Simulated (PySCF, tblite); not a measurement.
**C7H10N4: geometry, infrared bands and NMR shifts**

What infrared bands and NMR shifts should C7H10N4 (`CC(C)(C)n1cc(C#N)nn1`) show?

Programs: tblite 0.8.0 and PySCF 2.14.0, with density-fitted response routines of our own. Each step states its level of theory. These are calculated values for one molecule in the gas phase, unless marked as measured. Atoms count from 0, in the outputs and in this text.

## (1) The starting structure

21 atoms, charge 0, multiplicity 1; geometry from: force field or distance geometry start.

Bonds of the start (Å): C0–C1 1.54, C1–C2 1.52, C1–C3 1.54, C1–N4 1.47, N4–C5 1.36, C5–C6 1.38, C6–C7 1.43, C7–N8 1.16, C6–N9 1.36, N9–N10 1.33, N10–N4 1.36, C0–H11 1.09, C0–H12 1.11, C0–H13 1.10, C2–H14 1.09, C2–H15 1.11, C2–H16 1.10, C3–H17 1.09, C3–H18 1.10, C3–H19 1.11, C5–H20 1.09.

## (2) Geometry optimisation with GFN2-xTB

Job settings and geometry (Å):

```
{"job": {"kind": "relax", "xc": "GFN2-xTB", "basis": "xTB"}, "charge": 0, "multiplicity": 1}
C     -1.576000    -1.123600    -0.888000
C     -0.867800     0.109200    -0.303600
C     -1.236700     1.360800    -1.090800
C     -1.355800     0.300100     1.147900
N      0.590200    -0.101200    -0.357900
C      1.513400    -0.142800     0.636300
C      2.707600    -0.355700    -0.021800
C      4.018300    -0.485700     0.541200
N      5.067200    -0.596200     1.024200
N      2.483300    -0.441900    -1.355500
N      1.183400    -0.282400    -1.567700
H     -1.312800    -2.040800    -0.351000
H     -2.678100    -1.007600    -0.813500
H     -1.327700    -1.269600    -1.946000
H     -0.989700     1.274900    -2.152600
H     -2.325900     1.558900    -1.025300
H     -0.723800     2.252600    -0.706700
H     -0.890500     1.160100     1.628200
H     -2.441000     0.446300     1.195000
H     -1.122600    -0.582600     1.780200
H      1.276200    -0.016000     1.689100
```

Launch:

```
$ OMP_NUM_THREADS=1 python probes_run.py task.json out
```

The driver reads the jobs from task.json and runs them one after another.

**Question.** This job is followed by: GFN2-xTB harmonic vibrations, gas phase; GIAO PBE0/pcSseg-1 NMR shielding, non-relativistic, gas phase. What will the session give for the following? strongest single infrared mode (GFN2-xTB); zero-point energy (GFN2-xTB); ¹³C shifts against TMS (PBE0/pcSseg-1, means over atoms taken as alike); ¹H shifts against TMS (PBE0/pcSseg-1, means over atoms taken as alike); ¹⁵N shifts against NH3 (PBE0/pcSseg-1); surface potential, 1st and 99th percentile.

As calculated:

| quantity | value |
| --- | --- |
| strongest single infrared mode (GFN2-xTB) | 2383 cm⁻¹, 258 km/mol |
| zero-point energy (GFN2-xTB) | 104.8 kcal/mol |
| ¹³C shifts against TMS (PBE0/pcSseg-1, means over atoms taken as alike) | 134.9, 125.5, 117.8, 57.9, 31.9 ppm |
| ¹H shifts against TMS (PBE0/pcSseg-1, means over atoms taken as alike) | 7.79, 1.75 ppm |
| ¹⁵N shifts against NH3 (PBE0/pcSseg-1) | 402.9, 401.9, 325.3, 293.6 ppm |
| surface potential, 1st and 99th percentile | -1.80 V and 1.80 V |

In words: Relaxing lowered the energy by 0.242 eV in 43 steps; the close pair that moved most is N9–N10, from 1.327 to 1.269 Å. No mode is imaginary among the 57: a minimum at this level. The strongest single mode, at 2383 cm⁻¹, moves mainly C7 and N8. GFN2-xTB is a fitted tight-binding method: band positions and strengths are rough. Its intensities can rank the bands wrongly. At PBE0/pcSseg-1: The largest span, 600 ppm, is at N9, where the paramagnetic term is -462 ppm. NICS(1)zz of -31 ppm above the planar ring from N4 marks a diatropic (aromatic) ring current. By nearest atom (PBE0/pcSseg-1), the HOMO sits on C6 26 %; N8, N10 about 19 % each and the LUMO on C5 29 %; N4, N8 about 14 % each.
